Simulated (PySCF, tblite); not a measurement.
# C6H5FN radical: geometry, infrared bands and EPR parameters

Aim: predict the infrared bands and EPR parameters of C6H5FN radical (`Cc1cc[c]nc1F`).

Programs: tblite 0.8.0 and PySCF 2.14.0, with density-fitted response routines of our own. Each step states its level of theory. These are calculated values for one molecule in the gas phase, unless marked as measured. Atoms are numbered from 0 throughout.

### 1 The starting structure

13 atoms, charge 0, multiplicity 2; geometry from: force field or distance geometry start.

Bonds of the start (Å): C0–C1 1.48, C1–C2 1.41, C2–C3 1.39, C3–C4 1.38, C4–N5 1.35, N5–C6 1.34, C6–F7 1.34, C6–C1 1.39, C0–H8 1.10, C0–H9 1.10, C0–H10 1.10, C2–H11 1.09, C3–H12 1.08.

### 2 Optimising the geometry with GFN2-xTB

The job: settings as JSON, then the geometry in Å.

```
{"job": {"kind": "relax", "xc": "GFN2-xTB", "basis": "xTB"}, "charge": 0, "multiplicity": 2}
C     -1.767700    -0.408600    -0.070500
C     -0.350500     0.023600     0.002500
C      0.708700    -0.907200    -0.048700
C      2.012400    -0.441600    -0.006100
C      2.235200     0.912000     0.118200
N      1.250800     1.834500     0.160800
C     -0.006900     1.369400     0.105300
F     -0.987800     2.280300     0.154300
H     -2.377700     0.132200     0.665400
H     -1.889300    -1.475500     0.147700
H     -2.172600    -0.213200    -1.073900
H      0.495300    -1.971200    -0.141700
H      2.845800    -1.134100    -0.030900
```

On the command line:

```
$ OMP_NUM_THREADS=1 python probes_run.py task.json out
```

This one command runs all jobs of the session in turn.

What it wrote:

```text
step      E/eV     max force
  0    -624.41494    3.113
  1    -624.55131    1.326
  2    -624.57864    0.407
  3    -624.58867    0.269
  4    -624.59702    0.156
  5    -624.59833    0.108
  6    -624.59939    0.063
  7    -624.59974    0.045
  8    -624.59988    0.034
  9    -624.59996    0.027
 10    -624.60003    0.021
 11    -624.60009    0.020
 12    -624.60012    0.017
 13    -624.60014    0.013
 14    -624.60015    0.008
```

Run time: 0.09 s. Hardware: 1 thread of Arm Neoverse V1, shared host.

Relaxation path:

```
step  energy from step 0 (eV)  largest force (eV/Å)
   0                   0.0000                3.1132
   1                  -0.1364                1.3263
   2                  -0.1637                0.4069
   3                  -0.1737                0.2685
   4                  -0.1821                0.1556
   5                  -0.1834                0.1083
   6                  -0.1844                0.0630
   7                  -0.1848                0.0450
   8                  -0.1849                0.0342
   9                  -0.1850                0.0269
  10                  -0.1851                0.0211
  11                  -0.1852                0.0197
  12                  -0.1852                0.0169
  13                  -0.1852                0.0127
  14                  -0.1852                0.0083
```

Distances of close pairs at the start and the end, largest changes first:

```
  bond  before (Å)  after (Å)  change (Å)
 C4–N5       1.350      1.283      -0.066
 N5–C6       1.342      1.314      -0.028
 C1–C2       1.411      1.391      -0.020
 C0–C1       1.483      1.497      +0.013
 C0–H8       1.098      1.088      -0.010
C0–H10       1.100      1.090      -0.010
 C0–H9       1.096      1.086      -0.009
C2–H11       1.089      1.081      -0.008
```

The next job starts from the end point, and lists it.

### 3 Harmonic vibrations with GFN2-xTB

The job: settings as JSON, then the geometry in Å.

```
{"job": {"kind": "ir", "xc": "GFN2-xTB", "basis": "xTB"}, "charge": 0, "multiplicity": 2}
C     -1.782859    -0.413051    -0.067013
C     -0.349737     0.013309     0.000554
C      0.712825    -0.883562    -0.050194
C      2.033198    -0.445860     0.004222
C      2.194570     0.916860     0.110837
N      1.236815     1.769721     0.158776
C     -0.010658     1.360525     0.105438
F     -0.965409     2.297245     0.159188
H     -2.379519     0.146145     0.650557
H     -1.877589    -1.475836     0.137681
H     -2.185541    -0.211963    -1.059637
H      0.506659    -1.941766    -0.134073
H      2.862857    -1.131282    -0.034062
```

What it wrote:

```text
mode    cm-1     km/mol
  1     -39.6      0.60
  2     155.1      0.04
  3     245.3      0.04
  4     257.2      2.14
  5     404.7      1.49
  6     429.0      3.01
  7     502.7      1.84
  8     505.6      4.08
  9     549.1      4.88
 10     658.9     17.41
 11     770.3     29.35
 12     798.6      3.10
 13     804.9     14.03
 14     898.7      0.36
 15    1001.8      1.60
 16    1032.5      7.56
 17    1105.0     87.72
 18    1141.6      4.40
 19    1169.1     79.16
 20    1267.0     42.20
 21    1274.1      2.56
 22    1392.1    129.28
 23    1403.5      4.14
 24    1432.8      8.29
 25    1467.2      5.54
 26    1478.4     14.85
 27    1530.2     51.92
 28    1619.5     60.79
 29    3008.1     13.75
 30    3038.8      8.32
 31    3050.9     12.38
 32    3060.3     19.42
 33    3112.2     15.11
```

It took 0.36 s on 1 thread of Arm Neoverse V1, shared host.

The strongest bands and the atoms that carry them (share of the mass-weighted mode):

```
cm⁻¹  km/mol                                 atoms
 770    29.4             C0 27 %, N5 27 %, C3 13 %
1105    87.7           H12 31 %, H11 19 %, C6 11 %
1169    79.2  H12 24 %, C6 23 %, C1 16 %, H11 11 %
1267    42.2   C2 23 %, C3 17 %, H11 16 %, C1 14 %
1392   129.3             C6 37 %, C1 21 %, N5 10 %
1530    51.9    C6 34 %, C1 25 %, C2 16 %, C3 11 %
1620    60.8    C4 41 %, N5 25 %, C2 15 %, C1 12 %
3060    19.4                              H11 89 %
```

### 4 EPR parameters: B3LYP/pcH-1

Same as in step 3 but for these lines:

```diff
@@ -1,2 +1,2 @@
-{"job": {"kind": "ir", "xc": "GFN2-xTB", "basis": "xTB"}, "charge": 0, "multiplicity": 2}
+{"job": {"kind": "epr", "basis": "pcH-1"}, "charge": 0, "multiplicity": 2}
 C     -1.782859    -0.413051    -0.067013
```

With the program's defaults for keys left out, this is: UKS B3LYP, pcH-1 on C F H N, non-relativistic, mean-field spin-orbit, GIAO.

What it wrote:

```text
UKS, coarse grid
  cycle   1  E = -386.11414967  |g| = 4.26e-01
  cycle   2  E = -386.03983763  |g| = 6.32e-01
  cycle   3  E = -386.18425698  |g| = 7.60e-02
  cycle   4  E = -386.18572232  |g| = 6.04e-02
  cycle   5  E = -386.18748258  |g| = 1.46e-02
  cycle   6  E = -386.18758793  |g| = 4.62e-03
  cycle   7  E = -386.18760228  |g| = 2.40e-03
  cycle   8  E = -386.18760711  |g| = 1.33e-03
  cycle   9  E = -386.18760995  |g| = 6.71e-04
UKS, final grid
  cycle   1  E = -386.18750636  |g| = 9.94e-04
  cycle   2  E = -386.18750536  |g| = 1.80e-03
  cycle   3  E = -386.18750706  |g| = 2.04e-04
  cycle   4  E = -386.18750712  |g| = 1.37e-04
  cycle   5  E = -386.18750719  |g| = 6.77e-05
  cycle   6  E = -386.18750719  |g| = 1.50e-05
E = -386.18750719 Eh   <S^2> = 0.7554 (exact 0.7500)
g shifts (ppm)      1          2          3
  rmc          -194       -194       -194
  gc             11         30       -144
  oz_so       -1725         27       1407
  total       -1908       -137       1068
hyperfine (MHz)  atom isotope    a_iso     a_fc   dipolar eigenvalues
    0   13C       6.33       6.33     -0.68     -0.48      1.15
    1   13C      -3.99      -3.99     -6.48      2.07      4.40
    2   13C      33.88      33.88     -4.32     -3.00      7.31
    3   13C      76.85      76.85    -15.70     -6.87     22.57
    4   13C     539.21     539.21    -66.96    -53.60    120.56
    5   14N      96.98      96.98     -7.86     -4.00     11.86
    6   13C      72.27      72.27     -8.49     -6.20     14.69
    7   19F     -14.48     -14.48    -10.07      3.67      6.40
    8    1H      -2.44      -2.44     -0.82     -0.63      1.45
    9    1H      -0.24      -0.24     -0.87     -0.50      1.38
   10    1H      -4.44      -4.44     -0.74     -0.62      1.37
   11    1H      21.66      21.66     -2.67     -1.73      4.40
   12    1H      14.47      14.47     -7.52     -5.62     13.14
```

Run time: 77 s. Hardware: 1 thread of Arm Neoverse V1, shared host; peak memory 0.99 GiB.

Principal g values 2.00041, 2.00218, 2.00339; g(iso) = 2.00199, against 2.00232 for a free electron.

Hyperfine couplings; where a row names several nuclei, a(iso) is their mean (it holds for fast rotation or exchange) and the dipolar term the largest among them:

```
     nuclei  isotope  a(iso) (MHz)  a(iso) (G, at g = 2.0023)  largest dipolar term (MHz)
         C4      13C         539.2                      192.4                       120.6
         N5      14N          97.0                       34.6                        11.9
         C3      13C          76.9                       27.4                        22.6
         C6      13C          72.3                       25.8                        14.7
         C2      13C          33.9                       12.1                         7.3
        H11       1H          21.7                        7.7                         4.4
         F7      19F         -14.5                       -5.2                       -10.1
        H12       1H          14.5                        5.2                        13.1
         C0      13C           6.3                        2.3                         1.2
         C1      13C          -4.0                       -1.4                        -6.5
H8, H9, H10       1H          -2.4                       -0.8                         1.4
```

Mulliken spin populations:

C0 0.01; C1 -0.03; C2 0.04; C3 -0.03; C4 0.87; N5 0.09; C6 0.05; F7 0.00; H8 0.00; H9 0.00; H10 0.00; H11 0.01; H12 0.00

In first order the couplings over 0.8 MHz of 14N, 1H, 19F give 72 distinct lines over 89.8 G, if the averaged nuclei exchange fast; the same motion can average rows kept apart here too.

The fields below are evaluated on a grid from the run's orbitals.

ELF in a plane through or near 11 of the atoms.

Ten even steps from '0' (0.00) to '9' (1.00):
```
0000000000000000000000000000
0000000000000000000000000000
0000000000000000000000000000
0000000026751036531000000000
0000000038984058874100000000
0000342138886255787200000000
0001688757228448786100000000
0003799827877144100000000000
0001588652522697301453100000
0000013688302522765775100000
0000014521656833953553100000
0001799943948664653531000000
0002999984644730289951000000
0000799940499970199983000000
0000166400599980079962000000
0000000000399950003200000000
0000000000034400000000000000
0000000000000000000000000000
0000000000000000000000000000
0000000000000000000000000000
```
The map spans 10.9 Å across and 9.8 Å up, centred on the molecule. Atoms in the plane (x, y in Å): C0 (1.8, -0.4), C1 (0.3, 0.0), C2 (-0.7, -0.9), C3 (-2.0, -0.4), C4 (-2.2, 0.9), N5 (-1.2, 1.8), C6 (0.0, 1.4), F7 (1.0, 2.3), H9 (1.9, -1.5), H11 (-0.5, -1.9), H12 (-2.9, -1.1).

On the surface of density 0.002 e/bohr³ the electrostatic potential runs, from the 1st to the 99th percentile, from -1.43 V near N5 to 1.31 V near H11.

The spin density lies nearest to C4 69 %; N5 13 %.

### 5 What came out

```
                                                                  quantity                  value
                                 strongest single infrared mode (GFN2-xTB)  1392 cm⁻¹, 129 km/mol
                                              zero-point energy (GFN2-xTB)          58.0 kcal/mol
                                                            g(iso) (B3LYP)                2.00199
                                                                      ⟨S²⟩     0.755 (exact 0.75)
                                        largest a(iso) (averaged by class)   13C on C4, 539.2 MHz
potential on the surface of density 0.002 e/bohr³, 1st and 99th percentile     -1.43 V and 1.31 V
```

In words: Over 14 steps the energy fell by 0.185 eV; of the close pairs, C4–N5 changed most, 1.350 to 1.283 Å. The lowest mode is imaginary (40i cm⁻¹), so the xTB geometry is not a minimum: the zero-point energy counts the real modes alone, and all values at this geometry belong to a saddle point. The strongest single mode, at 1392 cm⁻¹, is spread over many atoms; the largest shares are those of C6, C1. GFN2-xTB is a fitted tight-binding method: band positions and strengths are rough. Its intensities can rank the bands wrongly. C4 carries the largest spin population, 0.87 e. The isotropic g lies 0.3 ppt below the free-electron value. The conformer search found further structures of the same energy, which may be mirror or relabelled copies of this one.
